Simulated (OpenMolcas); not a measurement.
# GaCNCl2 (SMILES N#[C][Ga]([Cl])[Cl]) at 6 levels

We compute a comparison of 6 runs (HF/cc-pVDZ, BHLYP/cc-pVDZ, M06-2X/cc-pVDZ, M06-L/cc-pVDZ, PBE0/cc-pVDZ, B3LYP/6-31G*) of GaCNCl2. 

The results are computed with OpenMolcas 26.06.

### 1 The system as given

The species is GaCNCl2 (5 atoms), meant as a singlet with charge 0. SMILES: `N#[C][Ga]([Cl])[Cl]`. Geometry: relaxed at PBE0-D4/def2-TZVP.

Bond lengths: N1–C2 1.152 Å, C2–Ga3 1.918 Å, Ga3–Cl4 2.106 Å, Ga3–Cl5 2.106 Å. Angles: N1–C2–Ga3 180.0°, C2–Ga3–Cl4 119.8°, C2–Ga3–Cl5 119.8°, Cl4–Ga3–Cl5 120.5°.

### 2 Energy and forces at HF/cc-pVDZ (run 1)

Contents of struct.xyz:

```xyz
5

N      0.909600    -1.318100     1.914000
C      0.493500    -0.715000     1.025200
Ga    -0.199400     0.288700    -0.455700
Cl    -1.735500    -0.526200    -1.643200
Cl     0.581700     2.197000    -0.881800
```

Contents of mol.input:

```
* CCl2GaN Hartree-Fock
&gateway
baslib = $CurrDir
coord = struct.xyz
basis = cc-pVDZ
group = NoSym
&seward
&scf
thresholds = 1e-10 1e-07 1e-07 1e-05
prorbitals = 1 2
&alaska
```

The basis set cc-pVDZ is read from a file made from the Basis Set Exchange's data (not shown).

Started as:

```bash
$ export MOLCAS_MEM=1860
$ pymolcas mol.input > mol.log
```

What it wrote:

```text
--- Start Module: gateway ---
[...]
--- Stop Module: gateway /rc=_RC_ALL_IS_WELL_ ---
[...]
      Basis functions           91
[...]
--- Start Module: scf ---
[...]
       Convergence after  14 Iterations
[...]
::    Total SCF energy                              -2934.6711448585
[...]
      Total spin, S                                     0.0000000000
[...]
      Total electronic charge=   78.000000
      Total            charge=   -0.000000
[...]
      Dipole Moment (debye):
      Origin of the operator (angstrom)=   -0.2149    0.3111   -0.4889
                   X= -6.4881E-01               Y=  9.4127E-01               Z= -1.3865E+00           Total=  1.7970E+00
      Quadrupole Moment (debye*angstrom):
[...]
--- Stop Module: scf /rc=_RC_ALL_IS_WELL_ ---
[...]
--- Start Module: alaska ---
[...]
 *              Molecular gradients               *
 **************************************************
  Irreducible representation: a
 ------------------------------------------------------------------------------------------
                              X                       Y                       Z
 ------------------------------------------------------------------------------------------
  N1                1.18584233448669E-02   -1.71946019464926E-02    2.53235034361907E-02
  C2               -1.46133841902720E-02    2.11913020686566E-02   -3.12096210435496E-02
  GA3              -8.40995756350438E-05    1.83540830583695E-04   -2.27787544519131E-04
  CL4               5.84963038669883E-03    3.12793547178458E-03    4.50452069375373E-03
  CL5              -3.01056996571347E-03   -7.30817642453729E-03    1.60938445813663E-03
 ------------------------------------------------------------------------------------------
--- Stop Module: alaska /rc=_RC_ALL_IS_WELL_ ---
[...]
```

Run time: 16 s. Hardware: 1 thread of Intel Xeon Platinum 8259CL at 2.50GHz (Skylake/Cascade Lake), shared host; peak memory 0.5 GiB.

### 3 Energy and gradient at BHLYP/cc-pVDZ (run 2)

Contents of test.inp:

```
&gateway
 baslib=$CurrDir
 coord
 5
 angstrom
 N        0.909600      -1.318100       1.914000
 C        0.493500      -0.715000       1.025200
 Ga      -0.199400       0.288700      -0.455700
 Cl      -1.735500      -0.526200      -1.643200
 Cl       0.581700       2.197000      -0.881800
 basis=cc-pVDZ
 group=NoSym

&seward
 gridinput
 Grid=UltraFine
 End of Grid

&scf
 ksdft=HYB_GGA_XC_BHANDHLYP
 thresholds=1e-10 1e-07 1e-07 1e-05
 prorbitals=1 1

&alaska
```

The basis set cc-pVDZ is read from a file made from the Basis Set Exchange's data (not shown).

Started as:

```bash
$ export MOLCAS_MEM=1860
$ pymolcas test.inp > test.log
```

What it wrote:

```text
--- Start Module: gateway ---
[...]
--- Stop Module: gateway /rc=_RC_ALL_IS_WELL_ ---
[...]
      Basis functions           91
[...]
--- Start Module: scf ---
[...]
       Convergence after  15 Iterations
[...]
::    Total KS-DFT energy                           -2938.1176184574
[...]
      Total spin, S                                     0.0000000000
[...]
      Total electronic charge=   78.000000
      Total            charge=   -0.000000
[...]
      Dipole Moment (debye):
      Origin of the operator (angstrom)=   -0.2149    0.3111   -0.4889
                   X= -6.5683E-01               Y=  9.5278E-01               Z= -1.4036E+00           Total=  1.8192E+00
      Quadrupole Moment (debye*angstrom):
[...]
--- Stop Module: scf /rc=_RC_ALL_IS_WELL_ ---
[...]
--- Start Module: alaska ---
[...]
 *              Molecular gradients               *
 **************************************************
  Irreducible representation: a
 ------------------------------------------------------------------------------------------
                              X                       Y                       Z
 ------------------------------------------------------------------------------------------
  N1                1.08887153009185E-03   -1.58489049257327E-03    2.31991523736497E-03
  C2               -1.52628832630008E-03    2.22338202979455E-03   -3.25233049242946E-03
  GA3              -1.63324522192276E-03    2.42483126679005E-03   -3.53660742047524E-03
  CL4               4.12589607664415E-03    2.11118325366755E-03    3.24259831510432E-03
  CL5              -2.05523405841390E-03   -5.17450605767777E-03    1.22642436035214E-03
 ------------------------------------------------------------------------------------------
--- Stop Module: alaska /rc=_RC_ALL_IS_WELL_ ---
[...]
```

It took 38 s on 1 thread of Intel Xeon Platinum 8259CL at 2.50GHz (Skylake/Cascade Lake), shared host; peak memory 0.5 GiB.

Runs 3 to 5 aren't shown in full; the table further down has their settings and results.

### 4 Energy and gradient at B3LYP/6-31G(d) (Cartesian functions) (run 6)

Contents of coord.xyz:

```xyz
5

N      0.909600    -1.318100     1.914000
C      0.493500    -0.715000     1.025200
Ga    -0.199400     0.288700    -0.455700
Cl    -1.735500    -0.526200    -1.643200
Cl     0.581700     2.197000    -0.881800
```

Contents of job.input:

```
&GATEWAY
 BasLib
 $CurrDir
 Coord
 coord.xyz
 Basis
 6-31Gs
 Group
 NoSym

&SEWARD
 GridInput
 Grid=UltraFine
 End of Grid

&SCF
 KSDFT
 B3LYP
 Thresholds
 1e-10 1e-07 1e-07 1e-05
 PrOrbitals
 0

&ALASKA
```

The basis set 6-31G* is read from a file made from the Basis Set Exchange's data (not shown).

Started as:

```bash
$ export MOLCAS_MEM=1860
$ pymolcas job.input > job.log
```

What it wrote:

```text
--- Start Module: gateway ---
[...]
--- Stop Module: gateway /rc=_RC_ALL_IS_WELL_ ---
[...]
      Basis functions          103
[...]
--- Start Module: scf ---
[...]
       Convergence after  16 Iterations
[...]
::    Total KS-DFT energy                           -2937.9730649560
[...]
      Total spin, S                                     0.0000000000
[...]
      Total electronic charge=   78.000000
      Total            charge=   -0.000000
[...]
      Dipole Moment (debye):
      Origin of the operator (angstrom)=   -0.2149    0.3111   -0.4889
                   X= -6.3095E-01               Y=  9.1525E-01               Z= -1.3483E+00           Total=  1.7475E+00
      Quadrupole Moment (debye*angstrom):
[...]
--- Stop Module: scf /rc=_RC_ALL_IS_WELL_ ---
[...]
--- Start Module: alaska ---
[...]
 *              Molecular gradients               *
 **************************************************
  Irreducible representation: a
 ------------------------------------------------------------------------------------------
                              X                       Y                       Z
 ------------------------------------------------------------------------------------------
  N1               -1.04236823946220E-02    1.51014213749043E-02   -2.22734093127137E-02
  C2                9.80334277408135E-03   -1.41961706430387E-02    2.09503652897491E-02
  GA3              -2.65936787420262E-03    3.90835220878838E-03   -5.72982627147667E-03
  CL4               6.57701100414698E-03    3.40658658528881E-03    5.14100637500547E-03
  CL5              -3.29730350945923E-03   -8.22018952577963E-03    1.91186391938203E-03
 ------------------------------------------------------------------------------------------
--- Stop Module: alaska /rc=_RC_ALL_IS_WELL_ ---
[...]
```

Run time: 46 s. Hardware: 1 thread of Intel Xeon Platinum 8259CL at 2.50GHz (Skylake/Cascade Lake), shared host; peak memory 0.58 GiB.

### 5 All runs side by side

```tsv
run	level	integration grid	Cartesian functions	energy (Eh)	dipole moment (D)	HOMO energy (eV)	LUMO energy (eV)	wall time
1	HF/cc-pVDZ	–	no	-2934.671145	1.80	-13.12	0.53	16 s
2	BHLYP/cc-pVDZ	UltraFine	no	-2938.117618	1.82	-11.01	-1.68	38 s
3	M06-2X/cc-pVDZ	UltraFine	no	-2938.135905	1.73	-11.05	-1.85	44 s
4	M06-L/cc-pVDZ	UltraFine	no	-2938.126312	1.70	-8.72	-3.14	47 s
5	PBE0/cc-pVDZ	UltraFine	no	-2937.527536	1.77	-9.76	-2.52	40 s
6	B3LYP/6-31G* (Cartesian functions)	UltraFine	yes	-2937.973065	1.75	-9.47	-2.81	46 s
```

### 6 Results

| quantity | value |
| --- | --- |
| run 6: total energy | -2937.97306 Eh |
| run 6: dipole moment | 1.75 D |
| run 6: HOMO energy | -9.47 eV |
| run 6: LUMO energy | -2.81 eV |
| run 6: HOMO–LUMO gap | 6.66 eV |
| run 6: largest force on an atom | 1.484 eV/Å |

What this shows: The dipole moment (its size) runs from 1.70 D (M06-L/cc-pVDZ) to 1.82 D (BHLYP/cc-pVDZ). The HOMO–LUMO gap runs from 5.58 eV (M06-L/cc-pVDZ) to 13.65 eV (HF/cc-pVDZ). Exact exchange widens orbital gaps. Totals of different functionals can't be ranked against each other. All runs together took 3.9 min, the longest 47 s.
